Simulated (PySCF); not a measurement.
# F5Ge2H: the cost of one run

Computed with PySCF 2.14.0, with density-fitted response routines of our own, on a single molecule in the gas phase. Atoms are numbered from 0 throughout.

### Step 1. The starting structure

8 atoms, charge 0, multiplicity 1; geometry from: GFN2-xTB. The atoms were then displaced at random by about 0.01 Å, so the start is not that level's minimum.

Bonds of the start (Å): F0–Ge1 1.74, Ge1–F2 1.74, Ge1–Ge3 2.53, Ge3–F4 1.72, Ge3–F5 1.73, Ge3–F6 1.74, Ge1–H7 1.51.

### Step 2. Geometry optimisation at PBE0-D3(BJ)/def2-SVP

What the job is given:

```
{"job": {"xc": "PBE0", "basis": "def2-SVP", "d3": "d3bj", "grid": 1, "shake": 0.01, "kind": "geom"}, "charge": 0, "multiplicity": 1}
F     -1.790200    -1.269580     1.142100
Ge    -1.283050    -0.171500    -0.110030
F     -2.100360     1.294800     0.340480
Ge     1.225390     0.139550     0.026160
F      1.993950     0.667740     1.470190
F      1.820220     1.254090    -1.160540
F      2.106210    -1.304840    -0.363390
H     -1.917030    -0.629400    -1.397430
```

The run is started by

```bash
> OMP_NUM_THREADS=1 python probes_run.py task.json out
```

This one command runs all jobs of the session in turn.

Q: Estimate the wall time and peak memory of this first job on 1 thread of Arm Neoverse V1, shared host.

About 2.4 min, with a peak of 0.61 GiB.
